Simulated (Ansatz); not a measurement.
# Ti2O: further runs on the relaxed cell

This session takes Ti2O and sets out to fit an equation of state.

Program: Ansatz 0.2.0. Level of theory: DFT PBEsol, scalar-relativistic, plane waves, PAW. These are calculated values, not measurements.

2 further runs of the same task are left out: 2 set aside as unsound or not needed.

## Step 1: The system as given

The structure is trigonal, space group P-3m1 (No. 164). The conventional cell has a = 2.953 Å, b = 2.953 Å, c = 4.724 Å, α = 90.00°, β = 90.00°, γ = 120.00°. Around Ti (site symmetry 3m) lie 3 O at 2.11 Å. O (site symmetry -3m) has 6 Ti at 2.11 Å as nearest neighbours.

As a file:

```cif
data_structure
_symmetry_space_group_name_H-M 'P 1'
_symmetry_Int_Tables_number 1
_cell_length_a 2.9530
_cell_length_b 2.9530
_cell_length_c 4.7237
_cell_angle_alpha 90.000
_cell_angle_beta 90.000
_cell_angle_gamma 120.000
_cell_volume 35.67
loop_
_atom_site_label
_atom_site_type_symbol
_atom_site_fract_x
_atom_site_fract_y
_atom_site_fract_z
_atom_site_occupancy
Ti1 Ti 0.66667 0.33333 0.26267 1
Ti2 Ti 0.33333 0.66667 0.73733 1
O1 O 0.00000 0.00000 0.00000 1
```

This cell was relaxed beforehand with the same method: volume 11.89 Å³/atom, gap on the mesh none (metal).

## Step 2: The cell scaled to 0.97 of its volume

input.yaml reads:

```yaml
crystal:
  lattice:
    - [2.9231221409, 0.0, 0.0]
    - [-1.4615610704, 2.5314980323, 0.0]
    - [0.0, 0.0, 4.6760159161]
  atoms:
    - { symbol: Ti, position: [0.6666666667, 0.3333333333, 0.2626749712] }
    - { symbol: Ti, position: [0.3333333333, 0.6666666667, 0.7373250288] }
    - { symbol: O, position: [0.0, 0.0, 0.0] }
basis:
  ecutwfc: 420
kpoints:
  mp_grid: { grid: [18, 18, 10] }
hamiltonian:
  xc: pbesol
scf:
  occupations: { method: gaussian, width: 0.1 }
output:
  forces: true
  stress: true
  eigenvalues: true
relax:
  adjacent_minimum: "off"
  f_tol: 0.01
  max_steps: 30
  cell: { stress_tol: 0.1, fix: [volume] }
```

On the command line:

```sh
ansatz run input.yaml --threads 1 --pin off --max-ram 2560MiB --backend cpu --events-out ev --progress --plain --runs-dir out
```

## Step 3: The cell scaled to 1.03 of its volume

input.yaml: that of step 2 with these lines changed.

```diff
@@ -2,5 +2,5 @@
   lattice:
-    - [2.9231221409, 0.0, 0.0]
-    - [-1.4615610704, 2.5314980323, 0.0]
-    - [0.0, 0.0, 4.6760159161]
+    - [2.9821910279, 0.0, 0.0]
+    - [-1.491095514, 2.5826531891, 0.0]
+    - [0.0, 0.0, 4.770506342]
   atoms:
@@ -21,2 +21,6 @@
   eigenvalues: true
+  write_density: true
+  write_potential: true
+  elf: true
+  volumetric_format: npy
 relax:
```

## Step 4: The cell scaled to 0.94 of its volume

input.yaml reads:

```yaml
crystal:
  lattice:
    - [2.890892495, 0.0, 0.0]
    - [-1.4454462475, 2.5035863403, 0.0]
    - [0.0, 0.0, 4.6329983089]
  atoms:
    - { symbol: Ti, position: [0.6666666667, 0.3333333333, 0.263936935] }
    - { symbol: Ti, position: [0.3333333333, 0.6666666667, 0.736063065] }
    - { symbol: O, position: [0.0, 0.0, 0.0] }
basis:
  ecutwfc: 420
kpoints:
  mp_grid: { grid: [18, 18, 10] }
hamiltonian:
  xc: pbesol
scf:
  occupations: { method: gaussian, width: 0.1 }
output:
  forces: true
  stress: true
  eigenvalues: true
relax:
  adjacent_minimum: "off"
  f_tol: 0.01
  max_steps: 30
  cell: { stress_tol: 0.1, fix: [volume] }
```

## Step 5: Volume × 1.06

input.yaml reads:

```yaml
crystal:
  lattice:
    - [3.012892732, 0.0, 0.0]
    - [-1.506446366, 2.6092416447, 0.0]
    - [0.0, 0.0, 4.8099071972]
  atoms:
    - { symbol: Ti, position: [0.6666666667, 0.3333333333, 0.2613206515] }
    - { symbol: Ti, position: [0.3333333333, 0.6666666667, 0.7386793485] }
    - { symbol: O, position: [0.0, 0.0, 0.0] }
basis:
  ecutwfc: 420
kpoints:
  mp_grid: { grid: [18, 18, 10] }
hamiltonian:
  xc: pbesol
scf:
  occupations: { method: gaussian, width: 0.1 }
output:
  forces: true
  stress: true
  eigenvalues: true
relax:
  adjacent_minimum: "off"
  f_tol: 0.01
  max_steps: 30
  cell: { stress_tol: 0.1, fix: [volume] }
```

## Step 6: Volume × 0.91

input.yaml reads:

```yaml
crystal:
  lattice:
    - [2.8570919821, 0.0, 0.0]
    - [-1.428545991, 2.4743142374, 0.0]
    - [0.0, 0.0, 4.5918862256]
  atoms:
    - { symbol: Ti, position: [0.6666666667, 0.3333333333, 0.2652701813] }
    - { symbol: Ti, position: [0.3333333333, 0.6666666667, 0.7347298187] }
    - { symbol: O, position: [0.0, 0.0, 0.0] }
basis:
  ecutwfc: 420
kpoints:
  mp_grid: { grid: [18, 18, 10] }
hamiltonian:
  xc: pbesol
scf:
  occupations: { method: gaussian, width: 0.1 }
output:
  forces: true
  stress: true
  eigenvalues: true
relax:
  adjacent_minimum: "off"
  f_tol: 0.01
  max_steps: 30
  cell: { stress_tol: 0.1, fix: [volume] }
```

## Step 7: The cell scaled to 1.10 of its volume

input.yaml reads:

```yaml
crystal:
  lattice:
    - [3.0524591931, 0.0, 0.0]
    - [-1.5262295966, 2.6435072053, 0.0]
    - [0.0, 0.0, 4.8628527937]
  atoms:
    - { symbol: Ti, position: [0.6666666667, 0.3333333333, 0.2598527262] }
    - { symbol: Ti, position: [0.3333333333, 0.6666666667, 0.7401472738] }
    - { symbol: O, position: [0.0, 0.0, 0.0] }
basis:
  ecutwfc: 420
kpoints:
  mp_grid: { grid: [18, 18, 10] }
hamiltonian:
  xc: pbesol
scf:
  occupations: { method: gaussian, width: 0.1 }
output:
  forces: true
  stress: true
  eigenvalues: true
relax:
  adjacent_minimum: "off"
  f_tol: 0.01
  max_steps: 30
  cell: { stress_tol: 0.1, fix: [volume] }
```

## Step 8: Volume × 0.88

input.yaml reads:

```yaml
crystal:
  lattice:
    - [2.8236399202, 0.0, 0.0]
    - [-1.4118199601, 2.445343902, 0.0]
    - [0.0, 0.0, 4.5463431984]
  atoms:
    - { symbol: Ti, position: [0.6666666667, 0.3333333333, 0.2664514268] }
    - { symbol: Ti, position: [0.3333333333, 0.6666666667, 0.7335485732] }
    - { symbol: O, position: [0.0, 0.0, 0.0] }
basis:
  ecutwfc: 420
kpoints:
  mp_grid: { grid: [18, 18, 10] }
hamiltonian:
  xc: pbesol
scf:
  occupations: { method: gaussian, width: 0.1 }
output:
  forces: true
  stress: true
  eigenvalues: true
relax:
  adjacent_minimum: "off"
  f_tol: 0.01
  max_steps: 30
  cell: { stress_tol: 0.1, fix: [volume] }
```

(Steps that only read results are left out.)

What does the calculation give? Wanted: equilibrium volume of the fit; bulk modulus.

The runs gave:

| quantity | value |
| --- | --- |
| equilibrium volume of the fit | 11.89 Å³/atom |
| bulk modulus | 196 GPa |
| its pressure derivative | 4.3 |

What this shows: The fit puts the minimum at 11.89 Å³/atom with B = 196 GPa and B' = 4.3. The final runs have no spin polarisation, so no magnetic state was tried and one may lie lower.
